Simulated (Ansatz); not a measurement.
# FGeH3: the cost of one run

The runs use Ansatz 0.2.0, Gaussian basis; PBE0-D4/def2-SVP.

22 further runs of the same task are left out: 22 set aside as unsound or not needed.

### Step 1. The starting structure

The first end: 5 atoms, charge 0, spin multiplicity 1.

Atoms are counted from 1 here; the program's logs count them from 0.

Bond lengths: Ge1–F2 1.763 Å, Ge1–H5 1.609 Å, H3–H4 0.761 Å. Angles: F2–Ge1–H5 94.9°.

As a file:

```mol
FGeH3
  3D, bonds by distance, orders not assigned

  5  3  0  0  0  0  0  0  0  0999 V2000
   -0.8884   -0.4755    0.4192 Ge  0  0
    0.0678   -1.7420   -0.3480 F   0  0
    0.5626    1.1092   -0.5042 H   0  0
   -0.0213    1.1217   -0.9927 H   0  0
    0.2794   -0.0135    1.4257 H   0  0
  1  2  8  0
  1  5  8  0
  3  4  8  0
M  END
```

The second end:

```xyz
5
FGeH3
Ge   -1.10123    0.06256    0.58276
F     0.40098   -1.05930   -0.89550
H     1.02800   -0.37896   -0.95654
H    -0.51877    1.30114   -0.25419
H     0.19101    0.07455    1.52347
```

### Step 2. The band at PBE0-D4/def2-SVP

File neb/in.yaml:

```yaml
crystal:
  periodic: [false, false, false]
  atoms:
    - {symbol: Ge, position_ang: [-0.888404, -0.475483, 0.419180]}
    - {symbol: F, position_ang: [0.067751, -1.741957, -0.347962]}
    - {symbol: H, position_ang: [0.562565, 1.109162, -0.504211]}
    - {symbol: H, position_ang: [-0.021341, 1.121746, -0.992749]}
    - {symbol: H, position_ang: [0.279430, -0.013468, 1.425742]}
basis:
  gaussian: {orbitals: def2-SVP}
hamiltonian: {xc: pbe0, dispersion: d4}
neb:
  images: 5
  climbing: true
  max_iterations: 40
  initial_path: idpp
  final_atoms:
    - {symbol: Ge, position_ang: [-1.101230, 0.062561, 0.582762]}
    - {symbol: F, position_ang: [0.400977, -1.059298, -0.895500]}
    - {symbol: H, position_ang: [1.028003, -0.378956, -0.956542]}
    - {symbol: H, position_ang: [-0.518765, 1.301145, -0.254190]}
    - {symbol: H, position_ang: [0.191015, 0.074549, 1.523470]}
```

The run is started by

```sh
$ ansatz run in.yaml --threads 2 --pin off --events-out ev --progress --plain --max-ram 4352MiB
```

**Question.** How long does this run take on 2 threads of Intel Xeon 6975P-C, shared host?

About 38 s.
